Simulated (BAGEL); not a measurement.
# CH3BN2O (SMILES C=NBN=O): B3LYP/6-31G(d) (density fitting with qzvpp-jkfit, spherical functions)

Aim: the energy change on altering one bond length of CH3BN2O at B3LYP/6-31G* (density fitting with qzvpp-jkfit, spherical functions), from 2 runs. 

Program for the calculation: BAGEL 1.2.2.

3 further runs of the same task are left out: 1 that didn't finish, 2 set aside as unsound or not needed.

## Step 1: The structure to begin with

CH3BN2O has 8 atoms, charge 0, and is taken as a singlet. As SMILES, `C=NBN=O`. The coordinates come from a GFN2-xTB relaxation. This is one conformer, not always the lowest.

Bond lengths: C1–N2 1.252 Å, N2–B3 1.439 Å, B3–N4 1.313 Å, N4–O5 1.194 Å, C1–H6 1.097 Å, C1–H7 1.086 Å, B3–H8 1.176 Å. Angles: C1–N2–B3 129.5°, N2–B3–N4 126.2°, B3–N4–O5 164.1°, N2–C1–H6 126.0°, N2–C1–H7 118.4°, N2–B3–H8 124.5°, N4–B3–H8 109.2°, H6–C1–H7 115.6°.

## Step 2: A single-point energy at B3LYP/6-31G(d) (density fitting with qzvpp-jkfit, spherical functions)

calc.json reads:

```json
{ "bagel": [

{
  "title": "molecule",
  "basis": "6-31gs.json",
  "df_basis": "qzvpp-jkfit",
  "angstrom": true,
  "geometry": [
    { "atom": "C", "xyz": [    0.319470,   -0.008720,    1.650420 ] },
    { "atom": "N", "xyz": [   -0.267310,    0.359690,    0.607770 ] },
    { "atom": "B", "xyz": [   -0.100380,   -0.097370,   -0.746580 ] },
    { "atom": "N", "xyz": [   -0.656070,    0.424430,   -1.815630 ] },
    { "atom": "O", "xyz": [   -0.969040,    0.677910,   -2.940010 ] },
    { "atom": "H", "xyz": [    1.115730,   -0.760290,    1.710060 ] },
    { "atom": "H", "xyz": [    0.033620,    0.448660,    2.592600 ] },
    { "atom": "H", "xyz": [    0.523980,   -1.044320,   -1.058640 ] }
  ]
},
{
  "title": "ks",
  "xc_func": "b3lyp"
},
{
  "title": "print",
  "file": "orbitals.molden",
  "orbitals": true
}

]}
```

The basis set 6-31G* is read from a file made from the Basis Set Exchange's data (not shown).

Started as:

```sh
BAGEL_NUM_THREADS=1 BAGEL calc.json > calc.out
```

The log of the run:

```text
* using 1 threads per process

  ===============================================================
  ===============================================================

  *** Geometry ***

  { "atom" : "C", "xyz" : [      0.603711,     -0.016478,      3.118842 ] },
  { "atom" : "N", "xyz" : [     -0.505143,      0.679716,      1.148519 ] },
  { "atom" : "B", "xyz" : [     -0.189691,     -0.184003,     -1.410832 ] },
  { "atom" : "N", "xyz" : [     -1.239793,      0.802056,     -3.431043 ] },
  { "atom" : "O", "xyz" : [     -1.831220,      1.281064,     -5.555814 ] },
  { "atom" : "H", "xyz" : [      2.108424,     -1.436740,      3.231545 ] },
  { "atom" : "H", "xyz" : [      0.063533,      0.847845,      4.899304 ] },
  { "atom" : "H", "xyz" : [      0.990179,     -1.973479,     -2.000540 ] },

  Number of auxiliary basis functions:      435

  Since a DF basis is specified, we compute 2- and 3-index integrals:
    o Being stored without compression. Storage requirement is 0.020 GB

  Number of basis functions:       76
  Number of electrons      :       36

    * METHOD: MOLECULE                             0.37

  *** Kohn-Sham DFT ***

    * Removing 14150 points whose weight is below 1.00e-10
    * Grid points: 105098

  === Nuclear Repulsion ===
   137.9451178410

       - DIIS with orbital gradients will be used.

  === KS iteration (b3lyp / 6-31gs.json) ===
      0       -214.90224744          0.13453112           0.72
      1       -161.89368352          0.16760631           0.75
      2       -112.51787918          0.20545560           0.72
      3       -226.67522689          0.16255646           0.64
      4       -236.19895346          0.11513838           0.68
      5       -245.25305702          0.10163156           0.67
      6       -246.81181538          0.05784478           0.65
      7       -222.52260395          0.13903066           0.51
      8       -247.13063002          0.06419157           0.56
      9       -248.75915876          0.04010539           0.64
     10       -249.35965734          0.00898039           0.66
     11       -249.29926809          0.01503465           0.63
     12       -249.37946747          0.00396541           0.62
     13       -249.38358152          0.00319560           0.70
     14       -249.38720637          0.00053093           0.64
     15       -249.38731573          0.00026328           0.79
     16       -249.38734258          0.00007631           0.65
     17       -249.38734499          0.00001455           0.60
     18       -249.38734505          0.00001312           0.68
     19       -249.38734509          0.00000740           0.53
     20       -249.38734511          0.00000299           0.59
     21       -249.38734512          0.00000198           0.68
     22       -249.38734512          0.00000068           0.59
     23       -249.38734512          0.00000061           0.68
     24       -249.38734513          0.00000047           0.66
     25       -249.38734513          0.00000038           0.72
     26       -249.38734513          0.00000029           0.66
     27       -249.38734513          0.00000019           0.72
     28       -249.38734513          0.00000006           0.75
     29       -249.38734513          0.00000004           0.68
     30       -249.38734513          0.00000003           0.76
     31       -249.38734513          0.00000003           0.53
     32       -249.38734513          0.00000002           0.58
     33       -249.38734513          0.00000002           0.51
     34       -249.38734513          0.00000001           0.52
     35       -249.38734513          0.00000000           0.61
    * SCF iteration converged.

    * Permanent dipole moment:
           (   -0.401089,     0.322831,    -0.379954) a.u.

    * METHOD: KS                                  24.70

    * METHOD: PRINT                                0.01

  ===============================================================
```

Run time: 26 s. Hardware: 1 thread of Intel Xeon at 2.50GHz (Skylake/Cascade Lake), shared host; peak memory 0.37 GiB.

## Step 3: The distorted shape at the same level

calc.json reads:

```json
{ "bagel": [

{
  "title": "molecule",
  "basis": "6-31gs.json",
  "df_basis": "qzvpp-jkfit",
  "angstrom": true,
  "geometry": [
    { "atom": "C", "xyz": [       0.269396,       0.128385,       2.056686 ] },
    { "atom": "N", "xyz": [      -0.317384,       0.496795,       1.014036 ] },
    { "atom": "B", "xyz": [      -0.100380,      -0.097370,      -0.746580 ] },
    { "atom": "N", "xyz": [      -0.656070,       0.424430,      -1.815630 ] },
    { "atom": "O", "xyz": [      -0.969040,       0.677910,      -2.940010 ] },
    { "atom": "H", "xyz": [       1.065656,      -0.623185,       2.116326 ] },
    { "atom": "H", "xyz": [      -0.016454,       0.585765,       2.998866 ] },
    { "atom": "H", "xyz": [       0.523980,      -1.044320,      -1.058640 ] }
  ]
},

{
  "title": "ks",
  "xc_func": "b3lyp",
  "charge": 0
},

{
  "title": "print",
  "file": "orbitals.molden",
  "orbitals": true
}

]}
```

The basis set 6-31G* is read from a file made from the Basis Set Exchange's data (not shown).

Started as:

```sh
BAGEL_NUM_THREADS=1 BAGEL calc.json > calc.out
```

The log of the run:

```text
* using 1 threads per process

  ===============================================================
  ===============================================================

  *** Geometry ***

  { "atom" : "C", "xyz" : [      0.509085,      0.242612,      3.886573 ] },
  { "atom" : "N", "xyz" : [     -0.599769,      0.938806,      1.916250 ] },
  { "atom" : "B", "xyz" : [     -0.189691,     -0.184003,     -1.410832 ] },
  { "atom" : "N", "xyz" : [     -1.239793,      0.802056,     -3.431043 ] },
  { "atom" : "O", "xyz" : [     -1.831220,      1.281064,     -5.555814 ] },
  { "atom" : "H", "xyz" : [      2.013798,     -1.177649,      3.999277 ] },
  { "atom" : "H", "xyz" : [     -0.031094,      1.106935,      5.667035 ] },
  { "atom" : "H", "xyz" : [      0.990179,     -1.973479,     -2.000540 ] },

  Number of auxiliary basis functions:      435

  Since a DF basis is specified, we compute 2- and 3-index integrals:
    o Being stored without compression. Storage requirement is 0.020 GB

  Number of basis functions:       76
  Number of electrons      :       36

    * METHOD: MOLECULE                             0.41

  *** Kohn-Sham DFT ***

    * Removing 13522 points whose weight is below 1.00e-10
    * Grid points: 105726

  === Nuclear Repulsion ===
   130.0705939053

       - DIIS with orbital gradients will be used.

  === KS iteration (b3lyp / 6-31gs.json) ===
      0       -214.72920564          0.13353698           0.63
      1       -162.09358363          0.16179479           0.59
      2       -110.07278259          0.18271807           0.65
      3       -216.26652585          0.18599033           0.73
      4       -235.99067355          0.11868624           0.77
      5       -233.68419417          0.13700468           0.69
      6       -239.02304807          0.11419595           0.64
      7       -158.48818550          0.19911306           0.61
      8       -236.02463783          0.12568406           0.61
      9       -240.73476157          0.12903218           0.74
     10       -246.70035289          0.06424185           0.63
     11       -248.17116143          0.03798210           0.72
     12       -249.05125745          0.02807107           0.75
     13       -249.08840581          0.02396066           0.73
     14       -249.31448094          0.00716441           0.75
     15       -249.32557485          0.00513541           0.75
     16       -249.33793452          0.00147263           0.75
     17       -249.33869957          0.00102361           0.71
     18       -249.33906939          0.00024802           0.73
     19       -249.33909573          0.00011561           0.66
     20       -249.33909933          0.00005334           0.76
     21       -249.33910023          0.00003618           0.75
     22       -249.33910067          0.00001438           0.76
     23       -249.33910074          0.00000560           0.74
     24       -249.33910076          0.00000268           0.78
     25       -249.33910076          0.00000132           0.75
     26       -249.33910076          0.00000066           0.66
     27       -249.33910076          0.00000043           0.71
     28       -249.33910076          0.00000060           0.70
     29       -249.33910076          0.00000016           0.76
     30       -249.33910076          0.00000021           0.71
     31       -249.33910076          0.00000009           0.72
     32       -249.33910076          0.00000006           0.78
     33       -249.33910076          0.00000002           0.72
     34       -249.33910076          0.00000002           0.61
     35       -249.33910076          0.00000001           0.77
    * SCF iteration converged.

    * Permanent dipole moment:
           (   -0.461232,     0.385878,    -0.472676) a.u.

    * METHOD: KS                                  26.88

    * METHOD: PRINT                                0.01

  ===============================================================
```

Wall time 28 s (1 thread of Intel Xeon at 2.50GHz (Skylake/Cascade Lake), shared host); peak memory 0.37 GiB.

## Step 4: Summary of results

Level: B3LYP/6-31G* (density fitting with qzvpp-jkfit, spherical functions).

| quantity | value |
| --- | --- |
| first shape: total energy | -249.38735 Eh |
| first shape: dipole moment | 1.63 D |
| first shape: HOMO energy | -6.43 eV |
| first shape: LUMO energy | -3.52 eV |
| first shape: HOMO–LUMO gap | 2.91 eV |
| distorted shape: total energy | -249.33910 Eh |
| distorted shape: dipole moment | 1.94 D |
| distorted shape: HOMO energy | -6.45 eV |
| distorted shape: LUMO energy | -3.70 eV |
| distorted shape: HOMO–LUMO gap | 2.75 eV |
| energy change with the N2–B3 bond stretched from 1.439 to 1.871 Å | 1.313 eV |

**Reading.** With the N2–B3 bond stretched from 1.439 to 1.871 Å the energy rises by 1.31 eV (30 kcal/mol). The first shape isn't relaxed at this level, so the change isn't measured from a minimum.
